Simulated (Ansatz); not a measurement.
Task: a single point from an input written key by key of BrGeHO, SMILES [OH][Ge][Br], with the Python package of Ansatz (0.2.0). Give the script and its output. Use: Hartree-Fock, def2-SVP basis, multiplicity 1.

The script reads `input.yaml`:
```yaml
crystal:
  periodic: [false, false, false]
  atoms:
    - { symbol: O, position_ang: [-0.8753, 0.2995, -0.7475] }
    - { symbol: Ge, position_ang: [-0.5032, -0.4243, 0.7998] }
    - { symbol: Br, position_ang: [1.6976, -1.087, 0.7437] }
    - { symbol: H, position_ang: [-0.2635, 1.1515, -0.8162] }
basis:
  gaussian: { orbitals: def2-SVP }
hamiltonian:
  xc: hf
output:
  forces: true
```

The script, `deck_brgeho.py`:
```python
import ansatz as az
import numpy as np
import pandas as pd

session = az.Session.from_deck("input.yaml")
report = session.plan(threads=1).execute().report

for key in ("converged", "free_energy_ev", "reference_energy_ev", "n_frozen", "n_occupied", "n_virtual"):
    print(f"{key:22s} {report[key]}")
symbols = ["O", "Ge", "Br", "H"]
field = report["mean_field"]
print("<S^2> =", round(abs(field["state"]["spin_squared"]), 4), " all-electron relativity setting:", field["relativity"])
print("passes:", field["passes"])
if "symmetry" in field:
    print("occupied orbitals by irrep:", field["symmetry"]["occupied"])

print("forces (eV/A)")
for symbol, f in zip(symbols, report["forces_ev_ang"]):
    print(f"  {symbol:2s} {f[0]:9.4f} {f[1]:9.4f} {f[2]:9.4f}")
charges = report["charge_distribution"]
table = pd.DataFrame({"atom": symbols, "mulliken": charges["mulliken_charges_e"], "lowdin": charges["lowdin_charges_e"]})
print(table.round(3).to_string())
print("dipole (e A):", np.round(charges["dipole_moment_e_ang"], 4) + 0.0)
```

Running `python deck_brgeho.py` prints:
```text
converged              True
free_energy_ev         -128509.39547557505
reference_energy_ev    -128509.39547557505
n_frozen               0
n_occupied             [38, 38]
n_virtual              [45, 45]
<S^2> = 0.0  all-electron relativity setting: none
passes: {'evaluations': 10, 'products': 24}
occupied orbitals by irrep: [{'A': 38}, {'A': 38}]
forces (eV/A)
  O     2.9565    3.9590   -0.3913
  Ge   -1.6233   -0.5166    1.1208
  Br    1.1368   -0.1057   -0.3150
  H    -2.4700   -3.3367   -0.4145
  atom  mulliken  lowdin
0    O    -0.623  -0.099
1   Ge     0.767   0.019
2   Br    -0.390   0.005
3    H     0.247   0.075
dipole (e A): [-0.0955  0.3399  0.0994]
```

Reading the output:
- Total energies depend on the basis set; only differences at equal settings carry meaning.
- The geometry is a force-field or estimated start, not a minimum of this method, and the basis set is short of its limit.
- The Löwdin charges here are taken after orthogonalising the functions within each atom; they differ from plain Löwdin charges, and their signs can be unphysical.
- Timing: 1.8 s on 1 thread of Arm Neoverse V2 (shared host), peak memory 0.25 GiB.

(Lines on the test bed's own set-up are left out of the output.)
